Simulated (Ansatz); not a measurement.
# CH3BrGe: one species, many methods

The task here is to estimate one member of a computed series from the others.

Computed with Ansatz 0.2.0, Gaussian basis. Level: functionals in def2-TZVPP, the program's frozen cores in correlated methods.

Levels to be run: LDA (SPW92), PBE-D4, revPBE-D4, BLYP-D4, r2SCAN-D4, B97M-V, PBE0-D4, B3LYP-D4, r2SCANh-D4, r2SCAN0-D4, HSE06-D4, BHLYP-D4, CAM-B3LYP-D4, LC-ωPBE, ωB97X-V, ωB97M-V, B2PLYP, PBE-QIDH; CCSD(T)/def2-SVP; CCSD(T)/def2-TZVPP; MP2/def2-QZVPP; extrapolation to the limit; RPA on PBE.

## The relaxed structure

An earlier PBE0-D4 in a triple-zeta def2 set relaxation fixed the geometry.

SMILES `[CH3][Ge][Br]`, 6 atoms, charge 0, spin multiplicity 1.

Atoms are counted from 1 here; the program's logs count them from 0.

Bond lengths: C1–Ge2 1.985 Å, C1–H4 1.094 Å, C1–H5 1.092 Å, C1–H6 1.094 Å, Ge2–Br3 2.358 Å. Angles: Ge2–C1–H4 109.5°, Ge2–C1–H5 111.1°, Ge2–C1–H6 109.9°, H4–C1–H5 109.4°, H4–C1–H6 107.2°, H5–C1–H6 109.6°, C1–Ge2–Br3 96.4°.

Set-up of the first run:

The input, in.yaml:

```yaml
crystal:
  periodic: [false, false, false]
  atoms:
    - {symbol: C, position_ang: [-0.427645, 0.399023, -0.270724]}
    - {symbol: Ge, position_ang: [0.170794, -0.356330, 1.464641]}
    - {symbol: Br, position_ang: [1.884391, -1.715078, 0.583775]}
    - {symbol: H, position_ang: [0.401590, 0.936157, -0.741181]}
    - {symbol: H, position_ang: [-1.269745, 1.080840, -0.133552]}
    - {symbol: H, position_ang: [-0.717286, -0.408611, -0.949159]}
basis:
  gaussian: {orbitals: def2-TZVPP}
hamiltonian: {xc: lda}
output: {orbitals: {seedname: orbitals}}
```

Among the steps run: LDA; PBE-D4 (GGA); revPBE-D4 (GGA); BLYP-D4 (GGA); r2SCAN-D4 (meta-GGA); B97M-V (meta-GGA); PBE0-D4 (hybrid); B3LYP-D4 (hybrid); r2SCANh-D4 (hybrid); r2SCAN0-D4 (hybrid); HSE06-D4 (hybrid); BHLYP-D4 (hybrid); CAM-B3LYP-D4 (range-separated); LC-ωPBE-D4 (range-separated; the results give it without D4); ωB97X-V (range-separated); ωB97M-V (range-separated); B2PLYP (double hybrid); PBE-QIDH (double hybrid).

One of the session's tables, all rows but one given; the rest of the session is left out.

It belongs to the step «Orbital energies across the functionals». 

```
  functional  HOMO (eV)  LUMO (eV)  gap (eV)
 LDA (SPW92)      -5.91      -3.74      2.17
      PBE-D4      -5.75      -3.50      2.25
   revPBE-D4      -5.70      -3.41      2.29
     BLYP-D4      -5.62      -3.41      2.21
   r2SCAN-D4      -6.01      -3.45      2.56
      B97M-V      -6.01      -3.36      2.64
     PBE0-D4      -6.82      -2.74      4.08
    B3LYP-D4      -6.63      -2.96      3.67
  r2SCANh-D4      -6.40      -3.15      3.25
  r2SCAN0-D4      -6.99      -2.71      4.27
    HSE06-D4      -6.42      -3.11      3.32
    BHLYP-D4      -7.76      -1.89      5.87
CAM-B3LYP-D4          ?          ?         ?
     LC-ωPBE      -9.34      -0.60      8.74
     ωB97X-V      -9.01      -0.70      8.32
     ωB97M-V      -8.91      -0.80      8.11
```

**Question.** Estimate the row for CAM-B3LYP-D4.

As computed: HOMO (eV): -8.08; LUMO (eV): -1.73; gap (eV): 6.35. In the column «HOMO (eV)» it lies between ωB97M-V (-8.91) and BHLYP-D4 (-7.76).
